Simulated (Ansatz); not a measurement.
# CH2FNSSi (SMILES FC1=N[SiH2]S1) at PBE0/cc-pVDZ

Aim: the vertical singlet–triplet gap of CH2FNSSi at PBE0/cc-pVDZ, from 2 runs. 

The calculation is run with Ansatz 0.2.0.

111 further runs of the same task are left out: 111 set aside as unsound or not needed. Runs told in other sessions of the task aren't counted.

**1. The molecule**

CH2FNSSi has 7 atoms, charge 0, and is taken as a singlet. As SMILES, `FC1=N[SiH2]S1`. Geometry: relaxed at PBE0-D4/def2-TZVP.

Bond lengths: F1–C2 1.316 Å, C2–N3 1.264 Å, N3–Si4 1.755 Å, C2–S5 1.779 Å, Si4–S5 2.172 Å, Si4–H6 1.478 Å, Si4–H7 1.478 Å. Some angles: F1–C2–N3 124.1°, F1–C2–S5 117.1°, N3–C2–S5 118.7°, C2–N3–Si4 91.5°, N3–Si4–S5 83.4°, C2–S5–Si4 66.4°, N3–Si4–H6 115.0°, N3–Si4–H7 115.0°, S5–Si4–H6 114.2°, S5–Si4–H7 114.2°.

**2. A single-point energy at PBE0/cc-pVDZ**

molecule.yaml reads:

```yaml
basis:
  gaussian: {orbitals: cc-pVDZ}
crystal:
  periodic: [false, false, false]
  atoms:
    - symbol: F
      position_ang: [1.147800, -1.939300, 1.137100]
    - symbol: C
      position_ang: [0.551100, -0.929900, 0.538600]
    - symbol: "N"
      position_ang: [-0.672300, -0.915900, 0.221400]
    - symbol: Si
      position_ang: [-0.525200, 0.696600, -0.454900]
    - symbol: S
      position_ang: [1.547900, 0.494500, 0.161700]
    - symbol: H
      position_ang: [-1.272100, 1.746800, 0.268200]
    - symbol: H
      position_ang: [-0.716300, 0.779100, -1.917900]
hamiltonian: {xc: {name: PBE0}}
accuracy: high
output: {orbitals: {seedname: orbitals}}
```

Command:

```bash
$ ansatz run molecule.yaml --threads 1 --pin off --max-ram 2610MiB --events-out events.jsonl --progress --plain --runs-dir runs
```

Log:

```text
Warning: RAYON_NUM_THREADS=1 ignored (pool sized by the plan → 1); use --threads N
Functional definition: PBE0
  name "PBE0"
  parameter a = 0.25
  parameter kappa = 0.804
  parameter beta = 0.06672455060314922
  exchange = (1 - a)*pbe_x(kappa = kappa, mu = beta*pi^2/3) + a*exact_x
  correlation = pbe_c(beta = beta)
2031 factors; integrals over basis functions are off by at most 3.5e-9 eV
mean field evaluation 1: about -23972.0514 eV, gradient 4.9e1 eV
mean field evaluation 2: about -23959.7891 eV, gradient 8.5e1 eV
mean field evaluation 4: about -23976.8032 eV, gradient 4.6e0 eV
mean field evaluation 8: about -23977.0901 eV, gradient 7.2e-1 eV
mean field evaluation 16: about -23977.0916 eV, gradient 1.6e-4 eV
mean field -23977.09156148 eV, -881.1418626281 hartree, gradient 2.9e-8 eV, S^2 0.000000; 0 other end points of the search recorded, 0 dependent functions left out
reference -23977.09156354 eV, -881.1418627037 hartree; 27, 27 occupied and 61, 61 virtual orbitals, 2031 factors
Total energy: -23977.09156354 eV, -881.1418627037 hartree
```

Wall time 9.6 s (1 thread of Arm Neoverse V2, shared host); peak memory 0.32 GiB.

**3. The triplet, same level**

run.yaml reads:

```yaml
crystal:
  periodic: [false, false, false]
  atoms:
    - symbol: F
      position_ang: [1.147800, -1.939300, 1.137100]
    - symbol: C
      position_ang: [0.551100, -0.929900, 0.538600]
    - symbol: N
      position_ang: [-0.672300, -0.915900, 0.221400]
    - symbol: Si
      position_ang: [-0.525200, 0.696600, -0.454900]
    - symbol: S
      position_ang: [1.547900, 0.494500, 0.161700]
    - symbol: H
      position_ang: [-1.272100, 1.746800, 0.268200]
    - symbol: H
      position_ang: [-0.716300, 0.779100, -1.917900]
basis:
  gaussian: {orbitals: cc-pVDZ}
magnetization: {spin_polarized: true, initial_magnetization: 2}
hamiltonian: {xc: pbe0}
accuracy: high
output: {orbitals: {seedname: orbitals}}
```

Command:

```bash
$ ansatz run run.yaml --threads 1 --pin off --max-ram 2610MiB --events-out events.jsonl --progress --plain --runs-dir runs
```

Log:

```text
Warning: RAYON_NUM_THREADS=1 ignored (pool sized by the plan → 1); use --threads N
Functional definition: PBE0
  name "PBE0"
  parameter a = 0.25
  parameter kappa = 0.804
  parameter beta = 0.06672455060314922
  exchange = (1 - a)*pbe_x(kappa = kappa, mu = beta*pi^2/3) + a*exact_x
  correlation = pbe_c(beta = beta)
2031 factors; integrals over basis functions are off by at most 3.5e-9 eV
mean field evaluation 1: about -23963.4364 eV, gradient 4.1e1 eV
mean field evaluation 2: about -23906.5599 eV, gradient 1.0e2 eV
mean field evaluation 4: about -23971.3922 eV, gradient 9.1e0 eV
mean field evaluation 8: about -23971.8619 eV, gradient 9.2e-1 eV
mean field evaluation 16: about -23972.1316 eV, gradient 5.1e-3 eV
mean field evaluation 32: about -23972.1316 eV, gradient 1.9e-6 eV
mean field -23972.13162545 eV, -880.9595883409 hartree, gradient 7.6e-8 eV, S^2 2.011260; 4 other end points of the search recorded, 0 dependent functions left out
reference -23972.13162753 eV, -880.9595884173 hartree; 28, 26 occupied and 60, 62 virtual orbitals, 2031 factors
Total energy: -23972.13162753 eV, -880.9595884173 hartree
```

Run time: 33 s. Hardware: 1 thread of Arm Neoverse V2, shared host; peak memory 0.47 GiB.

**4. Outcome**

At PBE0/cc-pVDZ:

```
                                        quantity          value
                           singlet: total energy  -881.14186 Eh
                            singlet: HOMO energy       -7.67 eV
                            singlet: LUMO energy       -0.55 eV
                          singlet: HOMO–LUMO gap        7.12 eV
                           triplet: total energy  -880.95959 Eh
     triplet: HOMO energy (highest over α and β)       -3.00 eV
                                   triplet: ⟨S²⟩          2.011
vertical energy of the triplet above the singlet       4.960 eV
```

In words: At this shape the triplet lies 4.96 eV (114 kcal/mol) above the singlet.
